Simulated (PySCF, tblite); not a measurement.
# C₄H₅ClGe+ (doublet): geometry, infrared bands and EPR parameters

What infrared bands and EPR parameters should C₄H₅ClGe+ (doublet) (`[Cl][Ge@H]1[CH]=C[CH][CH+]1`) show?

Programs: tblite 0.8.0 and PySCF 2.14.0, with density-fitted response routines of our own. Each step states its level of theory. These are calculated values for one molecule in the gas phase, unless marked as measured. Atoms count from 0, in the outputs and in this text.

### 1 The molecule as given

11 atoms, charge 1, multiplicity 2; geometry from: force field or distance geometry start.

Bonds of the start (Å): Cl0–Ge1 2.17, Ge1–C2 1.88, C2–C3 1.35, C3–C4 1.51, C4–C5 1.49, C5–Ge1 1.90, Ge1–H6 1.56, C2–H7 1.09, C3–H8 1.07, C4–H9 1.11, C5–H10 1.09.

### 2 Geometry optimisation with GFN2-xTB

Job settings and geometry (Å):

```
{"job": {"kind": "relax", "xc": "GFN2-xTB", "basis": "xTB"}, "charge": 1, "multiplicity": 2}
Cl     2.980800     0.091600    -0.963100
Ge     1.307100    -0.220300     0.379800
C      0.090500     1.215200     0.346000
C     -1.100800     0.899800    -0.195800
C     -1.304500    -0.528300    -0.655900
C     -0.044100    -1.289800    -0.415500
H      1.702700    -0.679700     1.814000
H      0.315700     2.220300     0.709200
H     -1.888300     1.624000    -0.274200
H     -2.141100    -0.994900    -0.094300
H      0.087500    -2.335300    -0.676200
```

On the command line:

```console
$ OMP_NUM_THREADS=1 python probes_run.py task.json out
```

The driver reads the jobs from task.json and runs them one after another.

What it wrote:

```text
step      E/eV     max force
  0    -462.76167    5.822
  1    -463.55146    3.109
  2    -463.84690    2.153
  3    -463.95559    0.996
  4    -464.03384    0.796
  5    -464.12048    0.683
  6    -464.15529    0.630
  7    -464.20750    0.519
  8    -464.23784    0.499
  9    -464.26200    0.337
 10    -464.27565    0.365
 11    -464.28657    0.424
 12    -464.29781    0.397
 13    -464.31022    0.380
 14    -464.31986    0.276
 15    -464.32764    0.308
 16    -464.33526    0.288
 17    -464.34173    0.260
 18    -464.34597    0.204
 19    -464.34795    0.115
 20    -464.34889    0.122
 21    -464.35015    0.127
 22    -464.35190    0.157
 23    -464.35394    0.142
 24    -464.35583    0.120
 25    -464.35762    0.113
 26    -464.35944    0.147
 27    -464.36112    0.145
 28    -464.36216    0.074
 29    -464.36265    0.051
 30    -464.36299    0.048
 31    -464.36330    0.063
 32    -464.36356    0.046
 33    -464.36373    0.037
 34    -464.36386    0.032
 35    -464.36398    0.038
 36    -464.36410    0.038
 37    -464.36420    0.026
 38    -464.36428    0.027
 39    -464.36437    0.026
 40    -464.36449    0.035
 41    -464.36464    0.039
 42    -464.36481    0.035
 43    -464.36495    0.030
 44    -464.36507    0.034
 45    -464.36519    0.034
 46    -464.36529    0.028
 47    -464.36537    0.020
 48    -464.36540    0.013
 49    -464.36542    0.011
 50    -464.36543    0.009
```

Wall time 0.74 s (1 thread of Intel Xeon at 2.70GHz, shared host).

Relaxation path: (not every step is listed)

```
step  energy from step 0 (eV)  largest force (eV/Å)
   0                   0.0000                5.8223
   1                  -0.7898                3.1094
   2                  -1.0852                2.1528
   3                  -1.1939                0.9962
   4                  -1.2722                0.7957
   5                  -1.3588                0.6825
   6                  -1.3936                0.6304
   7                  -1.4458                0.5188
   8                  -1.4762                0.4994
  11                  -1.5249                0.4237
  14                  -1.5582                0.2761
  17                  -1.5801                0.2600
  20                  -1.5872                0.1217
  23                  -1.5923                0.1422
  26                  -1.5978                0.1471
  29                  -1.6010                0.0510
  32                  -1.6019                0.0461
  35                  -1.6023                0.0377
  38                  -1.6026                0.0266
  41                  -1.6030                0.0389
  44                  -1.6034                0.0337
  45                  -1.6035                0.0336
  46                  -1.6036                0.0276
  47                  -1.6037                0.0199
  48                  -1.6037                0.0135
  49                  -1.6037                0.0112
  50                  -1.6038                0.0086
```

Close pairs (by a distance rule), those that changed most:

```
   bond  before (Å)  after (Å)  change (Å)
 Ge1–C2       1.882      2.034      +0.152
  C4–C5       1.492      1.343      -0.149
 Ge1–C5       1.898      2.034      +0.136
Cl0–Ge1       2.168      2.070      -0.098
  C3–C4       1.514      1.437      -0.078
 Ge1–H6       1.557      1.509      -0.048
  C4–H9       1.110      1.086      -0.024
  C2–H7       1.092      1.078      -0.014
```

The next job starts from the end point, and lists it.

### 3 Vibrational analysis with GFN2-xTB

Job settings and geometry (Å):

```
{"job": {"kind": "ir", "xc": "GFN2-xTB", "basis": "xTB"}, "charge": 1, "multiplicity": 2}
Cl     3.039465    -0.032849    -0.865091
Ge     1.426663    -0.223061     0.418892
C      0.098298     1.311570     0.279835
C     -1.123753     0.837627    -0.013386
C     -1.235420    -0.549415    -0.370358
C     -0.110839    -1.283703    -0.385670
H      1.768782    -0.607270     1.837428
H      0.363515     2.348660     0.408532
H     -2.007927     1.466116     0.039503
H     -2.205538    -0.984543    -0.592386
H     -0.007820    -2.280461    -0.783263
```

What it wrote:

```text
mode    cm-1     km/mol
  1      74.3      1.51
  2      97.8      0.03
  3     268.2      6.52
  4     290.8     31.61
  5     317.6      5.05
  6     399.6     21.64
  7     415.1      1.85
  8     511.1      4.19
  9     549.0     26.20
 10     575.3     24.42
 11     686.7    140.36
 12     688.1     48.00
 13     737.6      0.88
 14     864.8     58.94
 15     874.1     32.72
 16     932.2     14.88
 17     995.7     45.47
 18    1056.0      1.00
 19    1125.5     68.26
 20    1183.9      3.61
 21    1443.7     15.82
 22    1503.5     11.81
 23    1913.5     96.41
 24    3000.6     26.16
 25    3008.2     76.12
 26    3074.5     18.00
 27    3075.6     32.13
```

Wall time 0.59 s (1 thread of Intel Xeon at 2.70GHz, shared host).

The strongest bands and the atoms that carry them (share of the mass-weighted mode):

```
cm⁻¹  km/mol                                atoms
 687   140.4  H10 40 %, C5 15 %, H8 12 %, H9 11 %
 688    48.0           H7 47 %, H10 17 %, C2 15 %
 865    58.9  H8 25 %, H9 24 %, H7 14 %, H10 14 %
 874    32.7   H9 30 %, H8 30 %, C4 18 %, C3 17 %
 996    45.5                    H10 40 %, H7 39 %
1126    68.3                     H8 40 %, H9 40 %
1914    96.4                              H6 98 %
3008    76.1                     H8 51 %, H9 40 %
```

### 4 g tensor and hyperfine couplings: B3LYP/def2-TZVP-core+pcH-1

Settings changed since step 3:

```diff
@@ -1,2 +1,2 @@
-{"job": {"kind": "ir", "xc": "GFN2-xTB", "basis": "xTB"}, "charge": 1, "multiplicity": 2}
+{"job": {"kind": "epr", "basis": "pcH-1"}, "charge": 1, "multiplicity": 2}
 Cl     3.039465    -0.032849    -0.865091
```

With the program's defaults for keys left out, this is: UKS B3LYP, def2-TZVP-core on Ge, pcH-1 on C Cl H, non-relativistic, mean-field spin-orbit, GIAO.

What it wrote:

```text
UKS, coarse grid
  cycle   1  E = -2692.28804189  |g| = 1.35e+00
  cycle   2  E = -2692.19981915  |g| = 9.92e-01
  cycle   3  E = -2692.34494449  |g| = 4.09e-01
  cycle   4  E = -2692.38424414  |g| = 6.34e-02
  cycle   5  E = -2692.38584997  |g| = 2.56e-02
  cycle   6  E = -2692.38618048  |g| = 6.21e-03
  cycle   7  E = -2692.38620240  |g| = 1.89e-03
  cycle   8  E = -2692.38620942  |g| = 1.17e-03
  cycle   9  E = -2692.38621044  |g| = 5.03e-04
UKS, final grid
  cycle   1  E = -2692.38621178  |g| = 6.08e-04
  cycle   2  E = -2692.38621174  |g| = 8.27e-04
  cycle   3  E = -2692.38621206  |g| = 1.31e-04
  cycle   4  E = -2692.38621208  |g| = 8.60e-05
  cycle   5  E = -2692.38621210  |g| = 6.58e-05
  cycle   6  E = -2692.38621210  |g| = 1.44e-05
E = -2692.38621210 Eh   <S^2> = 0.7635 (exact 0.7500)
g shifts (ppm)      1          2          3
  rmc          -147       -147       -147
  gc             31         39         -1
  oz_so         329       2467       8399
  total         212       2359       8252
hyperfine (MHz)  atom isotope    a_iso     a_fc   dipolar eigenvalues
    0  35Cl       1.07       0.56     -5.02     -4.70      9.71
    1  73Ge      14.91      15.13     -0.75     -0.46      1.21
    2   13C      41.04      41.03    -37.68    -36.88     74.56
    3   13C      -4.67      -4.64     -9.31     -7.70     17.01
    4   13C      -4.63      -4.60     -9.35     -7.74     17.08
    5   13C      40.68      40.66    -37.68    -36.88     74.56
    6    1H     -16.30     -16.30     -2.17     -1.18      3.35
    7    1H     -18.69     -18.70    -17.88     -3.54     21.42
    8    1H       3.55       3.55     -7.03     -3.21     10.24
    9    1H       3.69       3.69     -7.05     -3.22     10.27
   10    1H     -18.87     -18.89    -17.88     -3.54     21.42
```

Run time: 3.1 min. Hardware: 1 thread of Intel Xeon at 2.70GHz, shared host; peak memory 1.1 GiB.

Principal g values 2.00253, 2.00468, 2.01057; g(iso) = 2.00593, against 2.00232 for a free electron.

Mean a(iso) over the nuclei that a row names, and the largest dipolar term of the row (other rows stand at the frozen geometry):

```
 nuclei  isotope  a(iso) (MHz)  a(iso) (G, at g = 2.0023)  largest dipolar term (MHz)
 C2, C5      13C          40.9                       14.6                        74.6
H7, H10       1H         -18.8                       -6.7                        21.4
     H6       1H         -16.3                       -5.8                         3.3
    Ge1     73Ge          14.9                        5.3                         1.2
 C3, C4      13C          -4.6                       -1.7                        17.1
 H8, H9       1H           3.6                        1.3                        10.3
    Cl0     35Cl           1.1                        0.4                         9.7
```

Mulliken spin populations:

```
atom  value (e)
 Cl0       0.03
 Ge1      -0.04
  C2       0.46
  C3       0.07
  C4       0.07
  C5       0.46
  H6      -0.01
  H7      -0.01
  H8       0.00
  H9       0.00
 H10      -0.01
```

In first order the couplings over 0.8 MHz of 1H, 35Cl give 72 distinct lines over 23.0 G, if the averaged nuclei exchange fast.

The fields below are evaluated on a grid from the run's orbitals.

ELF in a plane through or near 9 of the atoms.

Ten even steps from ' ' (0.00) to '@' (1.00):
```
                                                        
                                                        
                                                        
                      --##@@%%--                        
                      %%@@@@@@##::                      
                      ##@@@@@@##::  ..**++::            
                    ..++%%@@%%++::::%%@@@@@@..          
        ..::........==%%%%--++%%##**@@@@@@@@==          
      ..--====----....==%%######--++%%@@%%##..          
    ..::==++++++::==**::----..++++++++--..              
    ..::==++++++::==++::----::++++**++--..              
      ..--====----....++%%######..==%%@@%%**            
        ..::........==%%%%====%%####@@@@@@@@==          
                    ..++%%@@%%++::::%%@@@@@@..          
                      ##@@@@@@##..  ..****::            
                      %%@@@@@@##..                      
                      ==%%@@%%--                        
                                                        
                                                        
                                                        
```
The map spans 11.0 Å across and 10.0 Å up, centred on the molecule. Atoms in the plane (x, y in Å): Ge1 (-1.5, 0.0), C2 (0.0, 1.3), C3 (1.2, 0.7), C4 (1.2, -0.7), C5 (0.0, -1.3), H7 (-0.1, 2.4), H8 (2.1, 1.3), H9 (2.1, -1.3), H10 (-0.2, -2.4).

On the surface of density 0.002 e/bohr³ the electrostatic potential runs, from the 1st to the 99th percentile, from 3.09 V near Cl0 to 6.00 V near Ge1.

The spin density lies nearest to C2, C5 about 33 % each; C3, C4 about 9 % each.

### 5 Summary of results

| quantity | value |
| --- | --- |
| strongest single infrared mode (GFN2-xTB) | 687 cm⁻¹, 140 km/mol |
| zero-point energy (GFN2-xTB) | 42.4 kcal/mol |
| g(iso) (B3LYP) | 2.00593 |
| ⟨S²⟩ | 0.764 (exact 0.75) |
| largest a(iso) (averaged by class) | 13C on C2, C5, 40.9 MHz |

What this shows: Relaxing lowered the energy by 1.604 eV in 50 steps; the close pair that moved most is Ge1–C2, from 1.882 to 2.034 Å. All 27 modes are real, so the xTB geometry is a minimum. Unscaled tight-binding wavenumbers are off by several per cent, some by more. Its intensities can rank the bands wrongly. The largest spin populations lie on C2 (0.46 e), C5 (0.46 e). The isotropic g lies 3.6 ppt above the free-electron value. The hyperfine terms hold no scalar relativity, which the heavier nuclei need.
